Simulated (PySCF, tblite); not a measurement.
# CH7F2PSi2: geometry, infrared bands and NMR shifts

What infrared bands and NMR shifts should CH7F2PSi2 (`FC[Si@H](F)[SiH2]P`) show?

The runs use tblite 0.8.0 and PySCF 2.14.0, with density-fitted response routines of our own; the level of theory stands in each step. All values are computed, except where a source is named. Atoms are numbered from 0 throughout.

**1. The molecule as given**

13 atoms, charge 0, multiplicity 1; geometry from: force field or distance geometry start.

Bonds of the start (Å): F0–C1 1.37, C1–Si2 1.89, Si2–F3 1.68, Si2–Si4 2.21, Si4–P5 2.20, C1–H6 1.11, C1–H7 1.11, Si2–H8 1.48, Si4–H9 1.48, Si4–H10 1.45, P5–H11 1.44, P5–H12 1.44.

**2. Optimising the geometry with GFN2-xTB**

What the job is given:

```
{"job": {"kind": "relax", "xc": "GFN2-xTB", "basis": "xTB"}, "charge": 0, "multiplicity": 1}
F     -0.931000     0.675200    -1.639100
C     -1.825400     0.227400    -0.696100
Si    -0.948900    -0.709300     0.698500
F     -1.817000    -0.479200     2.116500
Si     1.149700    -0.054200     0.950700
P      1.870900     0.578600    -1.030400
H     -2.498500    -0.498700    -1.206100
H     -2.466200     1.028900    -0.269400
H     -0.922200    -2.140100     0.320000
H      1.934800    -1.233700     1.367700
H      1.331100     0.949400     1.987100
H      2.232700     1.967200    -1.097100
H      2.885700    -0.311200    -1.520000
```

Started as:

```console
OMP_NUM_THREADS=1 python probes_run.py task.json out
```

One launch serves the whole session: the jobs run in the order shown.

**Question.** This job is followed by: GFN2-xTB harmonic vibrations, gas phase; GIAO PBE0/pcSseg-1 NMR shielding, non-relativistic, gas phase. What will the session give for the following? strongest single infrared mode (GFN2-xTB); zero-point energy (GFN2-xTB); ¹³C shifts against TMS (PBE0/pcSseg-1); ¹H shifts against TMS (PBE0/pcSseg-1, means over atoms taken as alike); ¹⁹F shifts against CFCl3 (PBE0/pcSseg-1); ²⁹Si shifts against TMS (PBE0/pcSseg-1); ³¹P shifts against H3PO4 (PBE0/pcSseg-1); surface potential, 1st and 99th percentile.

The runs gave:

| quantity | value |
| --- | --- |
| strongest single infrared mode (GFN2-xTB) | 581 cm⁻¹, 520 km/mol |
| zero-point energy (GFN2-xTB) | 46.4 kcal/mol |
| ¹³C shifts against TMS (PBE0/pcSseg-1) | 82.8 ppm |
| ¹H shifts against TMS (PBE0/pcSseg-1, means over atoms taken as alike) | 5.76, 5.37, 5.12, 4.53, 4.00, 1.14 ppm |
| ¹⁹F shifts against CFCl3 (PBE0/pcSseg-1) | -228.7, -307.7 ppm |
| ²⁹Si shifts against TMS (PBE0/pcSseg-1) | 28.6, -93.3 ppm |
| ³¹P shifts against H3PO4 (PBE0/pcSseg-1) | -315.8 ppm |
| surface potential, 1st and 99th percentile | -0.94 V and 1.54 V |

**Reading.** Over 128 steps the energy fell by 1.210 eV; of the close pairs, Si2–Si4 changed most, 2.213 to 2.316 Å. All 33 modes are real, so the xTB geometry is a minimum. The strongest single mode, at 581 cm⁻¹, is carried by H8, H9, H10. GFN2-xTB is a fitted tight-binding method: band positions and strengths are rough. Its intensities can rank the bands wrongly. At PBE0/pcSseg-1: The widest tensor belongs to P5: span 156 ppm, with a paramagnetic part of -333 ppm. At PBE0/pcSseg-1, counted by nearest atom on the grid, the HOMO lies on P5 65 %; Si4 9 %, the LUMO on Si2 25 %; H8 12 %.
